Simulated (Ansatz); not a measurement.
Predict the output of the script below (Ansatz's Python interface).

`gah5o.py`
```python
# -*- coding: utf-8 -*-
'''Does a wider search find a lower mean-field state of GaH5O?'''

import ansatz as az
import numpy as np

BASIS_SET = 'def2-TZVP'
FUNCTIONAL = 'PBE'


def main():
    geometry_ang = [
        ('O', (-0.4073, -1.1763, -0.0864)),
        ('Ga', (0.0275, 0.6293, -0.0863)),
        ('H', (-0.5218, -1.3846, 0.8442)),
        ('H', (0.412, -1.5943, -0.4573)),
        ('H', (0.2583, 1.1299, -1.6156)),
        ('H', (-1.1329, 1.5204, 0.604)),
        ('H', (1.4254, 0.8076, 0.7516)),
    ]
    system = az.Crystal.molecule()
    for symbol, xyz in geometry_ang:
        system = system.atom(symbol, xyz)
    symbols = [site.symbol for site in system.cartesian_sites]

    start = np.array([site.position_ang for site in system.cartesian_sites])
    for factor in [1.0, 1.5]:
        xyz = (start - start.mean(axis=0)) * factor
        scaled = az.Crystal.molecule()
        for symbol, place in zip(symbols, xyz):
            scaled = scaled.atom(symbol, place.tolist())
        base = (
            scaled.calculation()
            .basis(gaussian=BASIS_SET)
            .functional(FUNCTIONAL)
            .spin('collinear')
        )
        for search in ('off', 'standard'):
            try:
                r = base.scf(lower_state_search=search).run(threads=1).report
            except az.AnsatzError as error:
                print(f'x{factor} search {search}: {type(error).__name__}')
                continue
            state = r['mean_field']['state']
            print(f'all distances x{factor}, search {search:8s} E = {r["free_energy_ev"]:.5f} eV  <S^2> = {abs(state["spin_squared"]):.3f}  other states met: {len(r["mean_field"]["others"])}')


if __name__ == '__main__':
    main()
```

`python gah5o.py` gives:
```text
all distances x1.0, search off      E = -54495.84486 eV  <S^2> = 0.000  other states met: 0
all distances x1.0, search standard E = -54495.84486 eV  <S^2> = 0.000  other states met: 0
all distances x1.5, search off      E = -54486.73897 eV  <S^2> = 0.000  other states met: 0
all distances x1.5, search standard E = -54486.75072 eV  <S^2> = 0.229  other states met: 10
```

Reading the output:
- Total energies depend on the basis set; only differences at equal settings carry meaning.
- The count of other states can hold repeated and symmetry-equivalent ends of the search; scaling all distances is a test, and for more than two atoms no physical path.
- The geometry comes from a force field and isn't relaxed at this level.
- The expectation value of S² is noticeably off S(S+1) in at least one run, so that state is spin-contaminated.
- Finished in 20 s on 1 thread of Intel(R) Xeon(R) 6975P-C (Granite Rapids) (shared host), peak memory 0.27 GiB.

(A comment or docstring line of the script was reworded after the run, the code is as it ran; lines on the test bed's own set-up are left out of the output.)
